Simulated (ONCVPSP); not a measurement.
**Pseudopotential generation for P: ONCV, PBEsol**

Aim: build the potential from the settings below, then test how well it stands in for the atom: other configurations, scattering, ghost states and the plane-wave cutoff that it needs.

Program: ONCVPSP 4.0.1.1 (patched build). Reference atom: PBEsol, scalar-relativistic, spherical and spin-unpolarised. All values are calculated.

## (1) The atom and the settings

The settings as typed:

- element: phosphorus (P, Z = 15)
- type: optimised norm-conserving Vanderbilt (ONCV)
- frozen core: [Ne]
- valence charge: 5
- reference configuration: 3s2 3p3
- partial waves: 3s: rc 1.70 bohr, ncon 3, nbas 7, qcut 3.3 1/bohr, 2 projectors, debl 0.6 Ha; 3p: rc 1.75 bohr, ncon 4, nbas 7, qcut 5.1 1/bohr, 3 projectors, debl 0.8 Ha; d scattering state at 0.11 Ha: rc 1.85 bohr, ncon 4, nbas 9, qcut 5.7 1/bohr, 1 projector
- local potential: polynomial inside 1.60 bohr (lpopt 5, dvloc0 0 Ha)
- core correction: Teter function, fcfact 6, rcfact 1.45

## (2) The generation run

Contents of P.dat:

```
# ATOM AND REFERENCE CONFIGURATION
# atsym  z   nc   nv     iexc    psfile
  P 15.00    3    2  -116133      upf
#
#   n    l    f
    1    0    2.00
    2    0    2.00
    2    1    6.00
    3    0    2.00
    3    1    3.00
#
# PSEUDOPOTENTIAL AND OPTIMIZATION
# lmax
    2
#
#   l,   rc,      ep,       ncon, nbas, qcut
    0    1.70    0.00    3    7    3.30
    1    1.75    0.00    4    7    5.10
    2    1.85    0.11    4    9    5.70
#
# LOCAL POTENTIAL
# lloc, lpopt,  rc(5),   dvloc0
    4    5    1.60    0.00
#
# VANDERBILT-KLEINMAN-BYLANDER PROJECTORs
# l, nproj, debl
    0    2    0.60
    1    3    0.80
    2    1    2.80
#
# MODEL CORE CHARGE
# icmod, fcfact, rcfact
    3    6.00    1.45
#
# LOG DERIVATIVE ANALYSIS
# epsh1, epsh2, depsh
   -2.00    5.00    0.02
#
# OUTPUT GRID
# rlmax, drl
    6.00    0.01
#
# TEST CONFIGURATIONS
# ncnf
    4
# nvcnf
#   n    l    f
    2
    3    0    2.00
    3    1    2.00
#
    2
    3    0    2.00
    3    1    1.00
#
    2
    3    0    2.00
    3    1    0.00
#
    2
    3    0    0.00
    3    1    5.00
#
```

Started as:

```
oncvpsp.x < P.dat > P.out
```

Before running it: what results should come out? Wanted: cutoffs for 1 and 0.1 mHa per electron, occupied waves; bound ghosts; GHOST(+) flags; largest test error; largest phase difference near zero energy, channels read; rms error of d²Exc/dn², without and with the model core.

The runs gave:

| quantity | value |
| --- | --- |
| cutoffs for 1 and 0.1 mHa per electron, occupied waves | 27 Ha and 58 Ha |
| bound ghosts | p at -426.54 eV |
| GHOST(+) flags | p at 969 eV |
| largest test error (AE − PS) | +58 meV, for 3s2 3p0 |
| largest phase difference near zero energy, channels read | 0.001 rad |
| rms error of d²Exc/dn², without and with the model core | 1.78 and 2.25 mHa |

**Reading.** It has a bound ghost (p), a state that the atom doesn't have, and that rules the file out. The worst unpolarised test, 3s2 3p0, is off by 58 meV on 58.5 eV; by total energies transferability rates as fair. That test lies far up in energy; among those under 40 eV, nearer to bonding, the largest error is 56 meV. The potential is of middling hardness: the looser tolerance needs 27 Ha. At the looser tolerance the 3s wave is the slowest; 3p needs 5 Ha. Near zero energy the phases of the channels with partial waves agree within 0.001 rad. The program also flags highly localised states, GHOST(+) (p). All of this concerns the isolated atom, not yet a solid.
